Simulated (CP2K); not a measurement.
**AlSbH3F (SMILES [F][AlH][SbH2]): BLYP-D3(BJ)/DZVP-MOLOPT-SR-GTH (core potential)**

What is the vertical ionisation energy of AlSbH3F at BLYP-D3(BJ)/DZVP-MOLOPT-SR-GTH (core potential)? 

Program for the calculation: CP2K 2026.2.

1 further run of the same task is left out (set aside as unsound or not needed).

### Step 1. The molecule

AlSbH3F has 6 atoms, charge 0, and is taken as a singlet. As SMILES, `[F][AlH][SbH2]`. The shape is that of a PBE0-D4/def2-TZVP optimisation. This is one conformer, not always the lowest.

Bond lengths: F1–Al2 1.653 Å, Al2–Sb3 2.636 Å, Al2–H4 1.582 Å, Sb3–H5 1.710 Å, Sb3–H6 1.709 Å. Angles: F1–Al2–Sb3 116.3°, F1–Al2–H4 116.4°, Sb3–Al2–H4 127.3°, Al2–Sb3–H5 88.3°, Al2–Sb3–H6 87.8°, H5–Sb3–H6 91.6°.

### Step 2. A single-point energy at BLYP-D3(BJ)/DZVP-MOLOPT-SR-GTH (core potential)

molecule.xyz

```xyz
6

F     -1.114600    -1.632400     1.262300
Al    -0.336100    -1.039300    -0.069800
Sb     1.279900     1.003700     0.334800
H     -0.594800    -1.800700    -1.431700
H      0.842100     1.592000    -1.209900
H     -0.034400     1.812900     1.068100
```

job.inp

```
&GLOBAL
 PROJECT_NAME job
 RUN_TYPE ENERGY
 PRINT_LEVEL MEDIUM
&END GLOBAL

&FORCE_EVAL
 METHOD Quickstep
 &DFT
  BASIS_SET_FILE_NAME BASIS_MOLOPT
  POTENTIAL_FILE_NAME GTH_POTENTIALS
  &QS
   METHOD GPW
   EPS_DEFAULT 1.0E-10
  &END QS
  &MGRID
   CUTOFF 400
   REL_CUTOFF 50
   NGRIDS 4
  &END MGRID
  ! cluster boundary conditions
  &POISSON
   PERIODIC NONE
   POISSON_SOLVER MULTIPOLE
  &END POISSON
  &SCF
   SCF_GUESS ATOMIC
   EPS_SCF 1.0E-06
   MAX_SCF 30
   &OT
    MINIMIZER DIIS
    PRECONDITIONER FULL_SINGLE_INVERSE
   &END OT
   &OUTER_SCF
    EPS_SCF 1.0E-06
    MAX_SCF 8
   &END OUTER_SCF
  &END SCF
  &XC
   &XC_FUNCTIONAL BLYP
   &END XC_FUNCTIONAL
   &VDW_POTENTIAL
    POTENTIAL_TYPE PAIR_POTENTIAL
    &PAIR_POTENTIAL
     TYPE DFTD3(BJ)
     PARAMETER_FILE_NAME dftd3.dat
     REFERENCE_FUNCTIONAL BLYP
     R_CUTOFF 15
    &END PAIR_POTENTIAL
   &END VDW_POTENTIAL
  &END XC
  ! extra output
  &PRINT
   &MOMENTS
    PERIODIC F
    REFERENCE COM
    MAX_MOMENT 1
   &END MOMENTS
   &MO_CUBES
    NLUMO 5
    NHOMO -1
    WRITE_CUBE F
   &END MO_CUBES
   &HIRSHFELD OFF
   &END HIRSHFELD
  &END PRINT
 &END DFT
 &SUBSYS
  &CELL
   ABC 9.4 10.6 9.7
   PERIODIC NONE
  &END CELL
  &TOPOLOGY
   COORD_FILE_NAME molecule.xyz
   COORD_FILE_FORMAT XYZ
   &CENTER_COORDINATES
   &END CENTER_COORDINATES
  &END TOPOLOGY
  &KIND F
   BASIS_SET DZVP-MOLOPT-SR-GTH-q7
   POTENTIAL GTH-BLYP-q7
  &END KIND
  &KIND Al
   BASIS_SET DZVP-MOLOPT-SR-GTH-q3
   POTENTIAL GTH-BLYP-q3
  &END KIND
  &KIND Sb
   BASIS_SET DZVP-MOLOPT-SR-GTH-q5
   POTENTIAL GTH-BLYP-q5
  &END KIND
  &KIND H
   BASIS_SET DZVP-MOLOPT-SR-GTH-q1
   POTENTIAL GTH-BLYP-q1
  &END KIND
 &END SUBSYS
&END FORCE_EVAL
```

Launch:

```sh
$ OMP_NUM_THREADS=1 cp2k.psmp -i job.inp > job.out 2>&1
```

The log of the run:

```text
CP2K| version string:                                       CP2K version 2026.2
[...]
 GLOBAL| Method name                                                        CP2K
[...]
 GLOBAL| Run type                                                         ENERGY
[...]
 DFT| Spin restricted Kohn-Sham (RKS) calculation                            RKS
 DFT| Multiplicity                                                             1
[...]
 DFT| Charge                                                                   0
[...]
 FUNCTIONAL| BECKE88:
 FUNCTIONAL| LYP:
[...]
 QS| Method:                                                                 GPW
[...]
 QS| Density cutoff [a.u.]:                                                200.0
[...]
 QS| Relative density cutoff [a.u.]:                                        25.0
[...]
                             - Atoms:                                          6
[...]
                             - Spherical basis functions:                     54
[...]
 Number of electrons:                                                         18
[...]
     1 OT DIIS     0.80E-01    5.2     0.16897393       -32.6890438967 -3.27E+01
[...]
    24 OT DIIS     0.80E-01    3.5     0.00000075       -33.5653027890 -7.33E-11
  *** SCF run converged in    24 steps ***
[...]
  Overlap energy of the core charge distribution:               0.00000067210482
  Self energy of the core charge distribution:                -86.46657171900173
  Core Hamiltonian energy:                                     23.35272599922865
  Hartree energy:                                              37.38153530416854
  Exchange-correlation energy:                                 -7.82379274470202
  Dispersion energy:                                           -0.00920030079951
  Total energy:                                               -33.56530278900126
[...]
                     Mulliken Population Analysis
 #  Atom  Element  Kind  Atomic population                           Net charge
       1     F        1          7.428897                             -0.428897
       2     Al       2          2.635045                              0.364955
       3     Sb       3          5.103876                             -0.103876
       4     H        4          0.949902                              0.050098
       5     H        4          0.943572                              0.056428
       6     H        4          0.938708                              0.061292
 # Total charge                             18.000000                  0.000000
[...]
  Dipole moment [Debye]
    X=  0.5833925E+00 Y=  0.7181685E+00 Z= -0.1257500E+01  Total=      1.5612238
[...]
 HOMO - LUMO gap [eV] :    4.113154
 ENERGY| Total FORCE_EVAL ( QS ) energy [hartree]            -33.565302789001258
[...]
```

Run time: 99 s. Hardware: 1 thread of Intel Xeon at 2.50GHz (Skylake/Cascade Lake), shared host; peak memory 0.84 GiB.

### Step 3. The doublet cation at the same level

molecule.xyz is that of step 2.

molecule.inp

```
&FORCE_EVAL
 METHOD QUICKSTEP
 &DFT
  BASIS_SET_FILE_NAME BASIS_MOLOPT
  POTENTIAL_FILE_NAME GTH_POTENTIALS
  CHARGE 1
  MULTIPLICITY 2
  LSD T
  &QS
   METHOD GPW
   EPS_DEFAULT 1.0E-10
  &END QS
  &MGRID
   CUTOFF 400
   REL_CUTOFF 50
   NGRIDS 4
  &END MGRID
  &POISSON
   PERIODIC NONE
   POISSON_SOLVER MULTIPOLE
  &END POISSON
  &SCF
   SCF_GUESS ATOMIC
   EPS_SCF 1.0E-05
   MAX_SCF 40
   &OT
    MINIMIZER DIIS
    PRECONDITIONER FULL_ALL
   &END OT
   &OUTER_SCF
    EPS_SCF 1.0E-05
    MAX_SCF 2
   &END OUTER_SCF
  &END SCF
  &XC
   &XC_FUNCTIONAL BLYP
   &END XC_FUNCTIONAL
   &VDW_POTENTIAL
    POTENTIAL_TYPE PAIR_POTENTIAL
    &PAIR_POTENTIAL
     TYPE DFTD3(BJ)
     PARAMETER_FILE_NAME dftd3.dat
     REFERENCE_FUNCTIONAL BLYP
     R_CUTOFF 15
    &END PAIR_POTENTIAL
   &END VDW_POTENTIAL
  &END XC
  &PRINT
   &MOMENTS
    PERIODIC F
    REFERENCE COM
    MAX_MOMENT 1
   &END MOMENTS
   &MO_CUBES
    NLUMO 2
    NHOMO -1
    WRITE_CUBE F
   &END MO_CUBES
   &HIRSHFELD OFF
   &END HIRSHFELD
  &END PRINT
 &END DFT
 &SUBSYS
  &CELL
   ABC 9.4 10.6 9.7
   PERIODIC NONE
  &END CELL
  &TOPOLOGY
   COORD_FILE_NAME molecule.xyz
   COORD_FILE_FORMAT XYZ
   &CENTER_COORDINATES
   &END CENTER_COORDINATES
  &END TOPOLOGY
  &KIND F
   BASIS_SET DZVP-MOLOPT-SR-GTH-q7
   POTENTIAL GTH-BLYP-q7
  &END KIND
  &KIND Al
   BASIS_SET DZVP-MOLOPT-SR-GTH-q3
   POTENTIAL GTH-BLYP-q3
  &END KIND
  &KIND Sb
   BASIS_SET DZVP-MOLOPT-SR-GTH-q5
   POTENTIAL GTH-BLYP-q5
  &END KIND
  &KIND H
   BASIS_SET DZVP-MOLOPT-SR-GTH-q1
   POTENTIAL GTH-BLYP-q1
  &END KIND
 &END SUBSYS
&END FORCE_EVAL
&GLOBAL
 PROJECT molecule
 RUN_TYPE ENERGY
 PRINT_LEVEL MEDIUM
&END GLOBAL
```

Launch:

```sh
$ OMP_NUM_THREADS=1 cp2k.psmp -i molecule.inp > molecule.out 2>&1
```

The log of the run:

```text
CP2K| version string:                                       CP2K version 2026.2
[...]
 GLOBAL| Method name                                                        CP2K
[...]
 GLOBAL| Run type                                                         ENERGY
[...]
 DFT| Spin unrestricted (spin-polarized) Kohn-Sham calculation               UKS
 DFT| Multiplicity                                                             2
[...]
 DFT| Charge                                                                   1
[...]
 FUNCTIONAL| BECKE88:
 FUNCTIONAL| LYP:
[...]
 QS| Method:                                                                 GPW
[...]
 QS| Density cutoff [a.u.]:                                                200.0
[...]
 QS| Relative density cutoff [a.u.]:                                        25.0
[...]
                             - Atoms:                                          6
[...]
                             - Spherical basis functions:                     54
[...]
 Number of electrons:                                                          9
[...]
     1 OT DIIS     0.15E+00    7.3     0.08518677       -32.4422552176 -3.24E+01
[...]
    24 OT DIIS     0.15E+00    6.2     0.00000853       -33.2433157113 -5.52E-08
  *** SCF run converged in    24 steps ***
[...]
  Overlap energy of the core charge distribution:               0.00000067210482
  Self energy of the core charge distribution:                -86.46657171900173
  Core Hamiltonian energy:                                     23.04559876018837
  Hartree energy:                                              37.73645493525611
  Exchange-correlation energy:                                 -7.54959805902122
  Dispersion energy:                                           -0.00920030079951
  Total energy:                                               -33.24331571127316
[...]
                     Mulliken Population Analysis
 #  Atom  Element  Kind  Atomic population (alpha,beta) Net charge  Spin moment
       1     F        1         3.696951     3.651804    -0.348756     0.045147
       2     Al       2         1.278926     1.082437     0.638637     0.196489
       3     Sb       3         2.601756     1.984159     0.414085     0.617597
       4     H        4         0.521630     0.371827     0.106542     0.149803
       5     H        4         0.451883     0.454733     0.093384    -0.002850
       6     H        4         0.448854     0.455040     0.096107    -0.006186
 # Total charge and spin        9.000000     8.000000     1.000000     1.000000
[...]
  Dipole moment [Debye]
    X=  0.1335712E+00 Y=  0.2631866E+00 Z= -0.2534005E+01  Total=      2.5511347
[...]
 HOMO - LUMO gap [eV] :    1.335524
 ENERGY| Total FORCE_EVAL ( QS ) energy [hartree]            -33.243315711273162
[...]
```

It took 3 min on 1 thread of Intel Xeon at 2.50GHz (Skylake/Cascade Lake), shared host; peak memory 1.1 GiB.

### Step 4. What came out

Level: BLYP-D3(BJ)/DZVP-MOLOPT-SR-GTH (core potential).

| quantity | value |
| --- | --- |
| singlet AlSbH3F: total energy | -33.56530 Eh |
| singlet AlSbH3F: dipole moment | 1.56 D |
| singlet AlSbH3F: HOMO energy | -5.87 eV |
| singlet AlSbH3F: LUMO energy | -1.75 eV |
| singlet AlSbH3F: HOMO–LUMO gap | 4.11 eV |
| singlet AlSbH3F: dispersion energy | -24.16 kJ/mol |
| doublet cation: total energy | -33.24332 Eh |
| doublet cation: HOMO energy (highest over α and β) | -12.68 eV |
| doublet cation: LUMO energy (lowest over α and β) | -11.61 eV |
| doublet cation: dispersion energy | -24.16 kJ/mol |
| doublet cation: ⟨S²⟩ | 0.755 |
| vertical ionisation energy (to the doublet cation) | 8.762 eV |

What this shows: The vertical ionisation energy comes to 8.76 eV (202 kcal/mol). −ε(HOMO) before ionisation, 5.87 eV, is 2.90 eV below this ionisation energy.
